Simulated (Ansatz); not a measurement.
# Al3GaAs4: from a guess to a relaxed structure

The task: take a trial cell of Al3GaAs4 to zero force and stress.

Method: DFT PBE, scalar-relativistic, plane waves, PAW, in Ansatz 0.2.0.

**1. The system as given**

The structure is cubic, space group P-43m (No. 215). Conventional cell: a = 5.559 Å, b = 5.559 Å, c = 5.559 Å, α = 90.00°, β = 90.00°, γ = 90.00°. Al (site symmetry -42m) has 4 As at 2.37 Å as nearest neighbours. Ga (site symmetry -43m) is surrounded by 4 As at 2.52 Å. As (site symmetry 3m) has 3 Al at 2.37 Å and 1 Ga at 2.52 Å as nearest neighbours.

As a file:

```
Al Ga As
1.0
     5.55855    0.00000    0.00000
     0.00000    5.55855    0.00000
     0.00000    0.00000    5.55855
Al Ga As
3 1 4
Direct
  0.00000 0.50000 0.50000
  0.50000 0.50000 0.00000
  0.50000 0.00000 0.50000
  0.00000 0.00000 0.00000
  0.73850 0.73850 0.26150
  0.73850 0.26150 0.73850
  0.26150 0.73850 0.73850
  0.26150 0.26150 0.26150
```

A structure generator made this guess: species swapped into a database cell of Zn3CdSe4 (P-43m, No. 215), with Al on the Zn sites, Ga on the Cd sites and As on the Se sites. Lengths come from tabulated atomic sizes and are only a guess.

**2. The guess as it stands, on a coarse mesh**

Input file input.yaml:

```yaml
crystal:
  lattice:
    - [5.55855173, 0.0, 0.0]
    - [0.0, 5.55855173, 0.0]
    - [0.0, 0.0, 5.55855173]
  atoms:
    - { symbol: Al, position: [0.0, 0.5, 0.5] }
    - { symbol: Al, position: [0.5, 0.5, 0.0] }
    - { symbol: Al, position: [0.5, 0.0, 0.5] }
    - { symbol: Ga, position: [0.0, 0.0, 0.0] }
    - { symbol: As, position: [0.73849773, 0.73849773, 0.26150227] }
    - { symbol: As, position: [0.73849773, 0.26150227, 0.73849773] }
    - { symbol: As, position: [0.26150227, 0.73849773, 0.73849773] }
    - { symbol: As, position: [0.26150227, 0.26150227, 0.26150227] }
basis:
  ecutwfc: 420
kpoints:
  mp_grid: { grid: [4, 4, 4] }
hamiltonian:
  xc: pbe
scf:
  occupations: { method: gaussian, width: 0.1 }
  lower_state_search: "off"
output:
  forces: true
  stress: true
  eigenvalues: true
```

Command:

```sh
$ ansatz run input.yaml --threads 1 --pin off --max-ram 2048MiB --backend cpu --events-out ev --progress --plain --runs-dir out
```

The session goes on with these runs: coarse relaxation; final relaxation.

What does the calculation give? Wanted: conventional cell; volume; energy over the elements; gap on the mesh.

The runs gave:

```
                              quantity                                                                      value
symmetry at the end (tolerance 0.02 Å)                                                space group P-43m (No. 215)
                     conventional cell  a = 5.733 Å, b = 5.733 Å, c = 5.733 Å, α = 90.00°, β = 90.00°, γ = 90.00°
                                volume                                                              23.55 Å³/atom
              energy over the elements                                                              -0.45 eV/atom
                       gap on the mesh                                                                    1.03 eV
```

In words: The space group P-43m (No. 215) is kept, and the volume per atom grows by 9.7 % from the first guess. A negative formation energy is needed for stability but isn't enough; other structures and compounds were not set against it here. No finished test with a distortion of lower symmetry is shown, so the end may be a saddle point.
